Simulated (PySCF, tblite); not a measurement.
**C5H6BF2O radical: geometry, infrared bands and EPR parameters**

Aim: predict the infrared bands and EPR parameters of C5H6BF2O radical (`C=C1[C@@H](F)[C@@]1(F)O[B]C`).

The runs use tblite 0.8.0 and PySCF 2.14.0, with density-fitted response routines of our own; the level of theory stands in each step. All values are computed, except where a source is named. Atoms count from 0, in the outputs and in this text.

### Step 1. The starting structure

15 atoms, charge 0, multiplicity 2; geometry from: force field or distance geometry start.

Bonds of the start (Å): C0–C1 1.32, C1–C2 1.51, C2–F3 1.37, C2–C4 1.51, C4–F5 1.38, C4–O6 1.41, O6–B7 1.48, B7–C8 1.60, C4–C1 1.49, C0–H9 1.07, C0–H10 1.11, C2–H11 1.11, C8–H12 1.13, C8–H13 1.10, C8–H14 1.09.

### Step 2. Relaxing the molecule with GFN2-xTB

Job settings and geometry (Å):

```
{"job": {"kind": "relax", "xc": "GFN2-xTB", "basis": "xTB"}, "charge": 0, "multiplicity": 2}
C     -1.566300     1.402000     0.437800
C     -1.179600     0.147600     0.284900
C     -1.649200    -1.284900     0.171100
F     -2.164800    -1.583800    -1.066400
C     -0.181700    -0.950100     0.152800
F      0.481200    -1.435000     1.260400
O      0.458800    -1.105300    -1.091200
B      1.180300     0.162500    -1.343700
C      2.385100     0.586400    -0.385400
H     -0.916700     2.244600     0.503600
H     -2.658400     1.613700     0.499800
H     -2.056200    -1.782400     1.077100
H      1.884700     0.927700     0.569200
H      2.991100     1.373400    -0.867100
H      2.987000    -0.308500    -0.224800
```

The run is started by

```bash
OMP_NUM_THREADS=1 python probes_run.py task.json out
```

This one command runs all jobs of the session in turn.

**Question.** This job is followed by: GFN2-xTB harmonic vibrations, gas phase; UKS B3LYP, pcH-1 on B C F H O, non-relativistic, mean-field spin-orbit, GIAO. Predict these results of the whole session: strongest single infrared mode (GFN2-xTB); zero-point energy (GFN2-xTB); g(iso) (B3LYP); ⟨S²⟩; largest a(iso) (averaged by class); potential on the surface of density 0.002 e/bohr³, 1st and 99th percentile.

**Answer**, as computed:

| quantity | value |
| --- | --- |
| strongest single infrared mode (GFN2-xTB) | 1786 cm⁻¹, 402 km/mol |
| zero-point energy (GFN2-xTB) | 62.5 kcal/mol |
| g(iso) (B3LYP) | 2.00181 |
| ⟨S²⟩ | 0.752 (exact 0.75) |
| largest a(iso) (averaged by class) | 11B on B7, 466.9 MHz |
| potential on the surface of density 0.002 e/bohr³, 1st and 99th percentile | -1.17 V and 1.36 V |

In words: The optimisation took 112 steps and gained 1.179 eV; among the close pairs (by a distance rule), O6–B7 changed most, from 1.480 to 1.304 Å. All 39 modes are real, so the xTB geometry is a minimum. The strongest single mode, at 1786 cm⁻¹, moves mainly C1. GFN2-xTB is a fitted tight-binding method: band positions and strengths are rough. Its intensities can rank the bands wrongly. Most of the unpaired spin sits on B7 (0.91 e). The isotropic g lies 0.5 ppt below the free-electron value. These values are for one conformer; the search (at its own cheap level) found 2 more, at 0.56, 3.01 kcal/mol, and measured spectra average over such forms.
